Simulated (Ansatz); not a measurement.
This script drives the Python package of Ansatz (0.2.0).

Script `run_scan.py`:
```python
# -*- coding: utf-8 -*-
import ansatz as az
import numpy as np

ch5alos = (
    az.Crystal.molecule()
    .atom("C", (0.5556, 1.327, 0.0484))
    .atom("O", (-0.6228, 0.913, -0.6673))
    .atom("Al", (-0.6309, -0.9356, -0.7501))
    .atom("S", (-1.4822, -2.1294, 0.9247))
    .atom("H", (0.5032, 1.0004, 1.0708))
    .atom("H", (1.4498, 1.095, -0.4789))
    .atom("H", (0.5037, 2.4825, 0.073))
    .atom("H", (0.1698, -1.6655, -1.9519))
    .atom("H", (-0.3578, -2.1339, 1.7143))
)

symbols = [site.symbol for site in ch5alos.cartesian_sites]
start = np.array([site.position_ang for site in ch5alos.cartesian_sites])
axis = (start[3] - start[2]) / np.linalg.norm(start[3] - start[2])
moving = [3, 8]
lengths, energies = [1.959, 2.048, 2.137, 2.226, 2.315, 2.404, 2.493, 2.627], []
for length in lengths:
    xyz = start.copy()
    xyz[moving] += (length - np.linalg.norm(start[3] - start[2])) * axis
    point = az.Crystal.molecule()
    for symbol, place in zip(symbols, xyz):
        point = point.atom(symbol, place.tolist())
    calculation = (
        point.calculation()
        .basis(gaussian="cc-pVDZ")
        .functional("r2scan0")
    )
    summary = calculation.run().report
    energies.append(summary["free_energy_ev"])
    print(f"r = {length:6.3f} A  E = {energies[-1]:.5f} eV  <S^2> = {abs(summary['mean_field']['state']['spin_squared']):.3f}")

fit = np.polynomial.Polynomial.fit(lengths, np.array(energies) - min(energies), 4).convert()
roots = [r.real for r in fit.deriv().roots() if abs(r.imag) < 1e-9 and fit.deriv(2)(r.real) > 0]
r_e = min(roots, key=lambda r: abs(r - lengths[int(np.argmin(energies))]))
print(f"minimum of the fit at {r_e:.4f} A, force constant {fit.deriv(2)(r_e):.2f} eV/A^2")
```

It is started by `python run_scan.py`. How long does it take on 1 thread of Arm Neoverse V1, on a shared host, and how much memory does it need?

It took about 53 s, with a peak of 0.26 GiB, for 8 runs of the engine.

Output of `python run_scan.py`:
```text
r =  1.959 A  E = -20594.69429 eV  <S^2> = 0.000
r =  2.048 A  E = -20595.08062 eV  <S^2> = 0.000
r =  2.137 A  E = -20595.26637 eV  <S^2> = 0.000
r =  2.226 A  E = -20595.30878 eV  <S^2> = 0.000
r =  2.315 A  E = -20595.24991 eV  <S^2> = 0.000
r =  2.404 A  E = -20595.12061 eV  <S^2> = 0.000
r =  2.493 A  E = -20594.94351 eV  <S^2> = 0.000
r =  2.627 A  E = -20594.62191 eV  <S^2> = 0.000
minimum of the fit at 2.2131 A, force constant 13.55 eV/A^2
```

What to keep in mind:
- Total energies depend on the basis set; only differences at equal settings carry meaning.
- The rest of the molecule is held rigid at a force-field or estimated start geometry, and the basis set is modest; single-reference methods fail as a bond breaks.
- The orbitals are restricted, so S² is zero by construction.
